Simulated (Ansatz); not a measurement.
# Ag: the cost of one run

Method: DFT PBE, scalar-relativistic, plane waves, PAW, in Ansatz 0.2.0.

## (1) The system as given

The structure is cubic, space group Fm-3m (No. 225). Conventional cell: a = 4.150 Å, b = 4.150 Å, c = 4.150 Å, α = 90.00°, β = 90.00°, γ = 90.00°. Ag (site symmetry m-3m) is surrounded by 12 Ag at 2.93 Å.

As a file:

```cif
data_structure
_symmetry_space_group_name_H-M 'P 1'
_symmetry_Int_Tables_number 1
_cell_length_a 2.9345
_cell_length_b 2.9345
_cell_length_c 2.9345
_cell_angle_alpha 60.000
_cell_angle_beta 60.000
_cell_angle_gamma 60.000
_cell_volume 17.87
loop_
_atom_site_label
_atom_site_type_symbol
_atom_site_fract_x
_atom_site_fract_y
_atom_site_fract_z
_atom_site_occupancy
Ag1 Ag 0.00000 0.00000 0.00000 1
```

## (2) Relaxing cell and atoms: Ag, no spin

File input.yaml:

```yaml
crystal:
  lattice:
    - [0.0, 2.075, 2.075]
    - [2.075, 0.0, 2.075]
    - [2.075, 2.075, 0.0]
  atoms:
    - { symbol: Ag, position: [0.0, 0.0, 0.0] }
scf:
  occupations: { method: gaussian, width: 0.3 }
output:
  forces: true
  stress: true
  eigenvalues: true
  write_density: true
  write_potential: true
  elf: true
  volumetric_format: npy
hamiltonian:
  xc: pbe
relax:
  f_tol: 0.003
  max_steps: 60
  cell: { stress_tol: 0.02 }
kpoints:
  mp_grid: { grid: [32, 32, 32] }
```

Command:

```console
ansatz run input.yaml --threads 8 --pin off --max-ram 16384MiB --backend cpu --events-out ev --progress --plain --runs-dir out
```

What time and memory should one allow on 8 threads of AMD EPYC (Zen 3), shared host?

About 32 s, with a peak of 0.59 GiB.
